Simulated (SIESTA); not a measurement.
Bi2Te3 (Tellurobismuthite):

```xyz
5
Lattice="2.1930 1.2661 10.1657 -2.1930 1.2661 10.1657 0.0000 -2.5323 10.1657" Properties=species:S:1:pos:R:3 pbc="T T T"
Bi    0.0000    0.0000   18.2982
Bi    0.0000    0.0000   12.1988
Te    0.0000    0.0000   24.1079
Te    0.0000    0.0000    6.3891
Te    0.0000    0.0000    0.0000
```

Base run:

```yaml
Program: SIESTA 5.4.2
Functional: PBE
Potentials_or_basis: PseudoDojo 0.4 standard (PBE files)
Basis: TZP (energy shift 0.003 Ry; two zetas on semicore shells)
Grid_cutoff: 500 Ry
Energy_shift: 0.003 Ry
k_mesh: 7 × 7 × 7
Occupations: fermi-dirac, width 0.05 eV
Spin: no spin polarisation
```

Its results: band gap on the k mesh 0.25 eV, direct; pressure 2.7 GPa; largest force 0.157 eV/Å.

Problem. The run is repeated on the same cell with these changes: basis from TZP (energy shift 0.003 Ry; two zetas on semicore shells) to DZ (energy shift 0.003 Ry; two zetas on semicore shells). What comes out?

Solution. Band gap on the k mesh 0.32 eV, direct; pressure 2.8 GPa; largest force 0.398 eV/Å.

Caveats: spin-orbit coupling is left out, which as a rule narrows the gap of such compounds by several tenths of an eV; the basis of atomic orbitals isn't converged, which shifts pressures, moduli and gaps; the basis has no polarisation orbitals (some runs).

Not every run made on this cell is shown here.
